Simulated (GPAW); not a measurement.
GaGe in GPAW: convergence with plane-wave cutoff (eV)

GaGe:

```xyz
2
Lattice="0.0000 2.8978 2.8978 2.8978 0.0000 2.8978 2.8978 2.8978 0.0000" Properties=species:S:1:pos:R:3 pbc="T T T"
Ge    0.0000    0.0000    0.0000
Ga    1.4489    1.4489    1.4489
```

The cell comes from a database or a generator and needn't be the stable form of this composition.

- Program: GPAW 26.7.0
- Task: convergence study
- Functional: PBE
- Potentials or basis: GPAW PAW data sets (gpaw-data 1.2.1)
- Cutoff: 200 eV
- Basis: pw
- k mesh: 8 × 8 × 8
- Occupations: fermi-dirac, width 0.05 eV
- Spin: no spin polarisation

These are the settings of the first run; the series varies plane-wave cutoff (eV), with any setting tied to it.

Hardware: 1 thread of Arm Neoverse V1 (shared host).

The values tried are 200, 250, 300, 350, 400, 500, 600, 800, 1000, loosest first. From which on does the energy stay within 1 meV/atom of the tightest run that finished?

From 800 on.

| plane-wave cutoff (eV) | energy less the tightest run, at zero smearing (meV/atom) | pressure (GPa) | SCF cycles | CPU time (s) | peak memory (GiB) |
| --- | --- | --- | --- | --- | --- |
| 200 | 10.73 | 0.79 | 9 | 3.7 | 0.11 |
| 250 | 5.59 | 0.78 | 9 | 3.9 | 0.12 |
| 300 | 3.64 | 0.83 | 9 | 6 | 0.12 |
| 350 | 3.35 | 0.82 | 9 | 6.2 | 0.12 |
| 400 | 2.80 | 0.81 | 9 | 5.7 | 0.13 |
| 500 | 1.83 | 0.82 | 9 | 10 | 0.14 |
| 600 | 1.25 | 0.81 | 9 | 10 | 0.14 |
| 800 | 0.30 | 0.81 | 9 | 15 | 0.16 |
| 1000 | 0.00 | 0.82 | 9 | 20 | 0.19 |

Against the tightest run, the pressure stays within 0.1 GPa from 200 on. The tightest run that finished is the yardstick and may itself not be fully converged.
